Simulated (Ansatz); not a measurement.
**MnS (Fm-3m): frozen displacement of one atom, by script**

A script is to give a frozen displacement of one atom; the system is MnS (Fm-3m).

The COD entry's cell or inner coordinates are ideal or old and differ from later refinements, so a difference from it is no clean test against experiment.

All numbers are computed with Ansatz 0.2.0, driven from Python. Level of theory: DFT PBE, plane waves, PAW.

### 1 The structure

Symmetry: Fm-3m, No. 225, cubic system. Conventional cell: a = 5.209 Å, b = 5.209 Å, c = 5.209 Å, α = 90.00°, β = 90.00°, γ = 90.00°. Mn (site symmetry m-3m) has 6 S at 2.60 Å as nearest neighbours. S (site symmetry m-3m) has 6 Mn at 2.60 Å as nearest neighbours.

No structure file is read: the coordinates are typed or built in the script.

### 2 Script

push_mns.py reads:

```python
"""Frozen displacement of one atom in MnS."""

import ansatz as az
import numpy as np

crystal = (
    az.Lattice.of((0.0, 2.6045, 2.6045), (2.6045, 0.0, 2.6045), (2.6045, 2.6045, 0.0))
    .atom("Mn", (0.0, 0.0, 0.0))
    .atom("S", (0.5, 0.5, 0.5))
    .moments(Mn=2.8)
)

inverse = np.linalg.inv(np.array(crystal.lattice.vectors))
home = np.array(crystal.sites[0].position)
values = np.linspace(-0.02, 0.02, 5)
energies, pulls = [], []
for shift in values:
    moved = crystal.move(0, to=home + shift * inverse[0])
    base = (
        moved.calculation()
        .pseudopotentials("paw")
        .basis(550)  # a bare number is in eV
        .kpoints(spacing=0.2)  # the mesh must be finer for metals
        .occupations("fermi_dirac", width=0.1)  # fractional filling near the Fermi level
        .spin(az.SpinTreatment.COLLINEAR)  # spin-polarised run
        .forces()
    )
    summary = base.run().report
    energies.append(summary["free_energy_ev"])
    pulls.append(summary["forces_ev_ang"][0][0])

# the force is minus the slope of the free energy
print("shift (A)   dE (eV)   force along x (eV/A)")
for shift, e, f in zip(values, energies, pulls):
    print(f"{shift:8.3f} {e - energies[2]:10.5f} {f:12.4f}")
print(f"stiffness from energies {2 * np.polyfit(values, energies, 2)[0]:.3f}, from forces {-np.polyfit(values, pulls, 1)[0]:.3f} eV/A^2")
```

### 3 The input behind the calls

The engine receives this input (first run):

```yaml
crystal:
  lattice:
    - [0.0, 2.6045, 2.6045]
    - [2.6045, 0.0, 2.6045]
    - [2.6045, 2.6045, 0.0]
  atoms:
    - { symbol: Mn, position: [0.0038395085429065085, -0.0038395085429065085, -0.0038395085429065085] }
    - { symbol: S, position: [0.5, 0.5, 0.5] }
basis:
  ecutwfc: 550.0
kpoints:
  mp_grid:
    kspacing: 0.2
hamiltonian:
  pseudopotentials:
    kind: paw
magnetization:
  spin_polarized: true
  per_species:
    Mn: 2.8
scf:
  occupations:
    method: fermi_dirac
    width: 0.1
output:
  forces: true
```

### 4 The run

On the command line:

```
python push_mns.py
```

**Question.** How stiff is this displacement, and do energies and forces agree?

The runs gave:

| quantity | value |
| --- | --- |
| runs compared | 5 |
| range of energy | 0.24 meV/atom |
| lowest point, shift of atom 1 from run 1 (Å) | 0.020 |

What this shows: The curvature of the energy gives 2.407 eV/Å² and the slope of the force 2.409 eV/Å², a positive curvature. In a metal a curvature from energy changes of a few meV or less hangs on mesh and smearing, in size and even in sign. With one magnetic atom the cell can hold only ferromagnetic order. Of the deposited cell: the entry's cell lengths or inner coordinates differ somewhat from later room-temperature determinations. Without a Hubbard U or exact exchange, semilocal functionals often make such 3d compounds metallic or too weakly gapped. No functional is typed, so the default, PBE, holds. All periodic images of the atom move with it, so the curvature is one diagonal element of the zone-centre force constants and no normal mode; a positive value doesn't exclude soft modes in which several atoms move.
